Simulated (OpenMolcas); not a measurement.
# CsBr (SMILES [Br][Cs]) at PBEsol/def2-SVPD (core potential)

We compute energy and gradient of CsBr. 

The results are computed with OpenMolcas 26.06.

10 further runs of the same task are left out: 1 that didn't finish, 9 set aside as unsound or not needed.

## 1. The molecule

CsBr: 2 atoms, total charge 0, spin state singlet. As SMILES, `[Br][Cs]`. The bond length is the measured one.

Bond lengths: Br1–Cs2 3.072 Å.

## 2. Energy and gradient at PBEsol/def2-SVPD (core potential)

mol.xyz reads:

```xyz
2

Br     0.000000     0.000000     0.000000
Cs     0.000000     0.000000     3.072251
```

job.inp reads:

```
&GATEWAY
  BasLib=$CurrDir
  Coord=mol.xyz
  Basis=def2-SVPD
  Group=NoSym

&SEWARD

&SCF
  KSDFT=PBEsol
  Thresholds=1e-09 1e-06 1e-06 1e-05
  PrOrbitals=1 1

&ALASKA
```

The basis set def2-SVPD is read from a file made from the Basis Set Exchange's data (not shown).

Run with:

```bash
$ export MOLCAS_MEM=1860
$ pymolcas job.inp > job.log
```

What values should one expect? Wanted: total energy; dipole moment; HOMO energy; LUMO energy; HOMO–LUMO gap; largest force on an atom.

**Answer.** As computed:

At PBEsol/def2-SVPD (core potential):

| quantity | value |
| --- | --- |
| total energy | -2591.98364 Eh |
| dipole moment | 10.62 D |
| HOMO energy | -4.60 eV |
| LUMO energy | -1.60 eV |
| HOMO–LUMO gap | 3.01 eV |
| largest force on an atom | 0.269 eV/Å |

The largest force is 0.27 eV/Å: the shape isn't a stationary point for this species at this level.
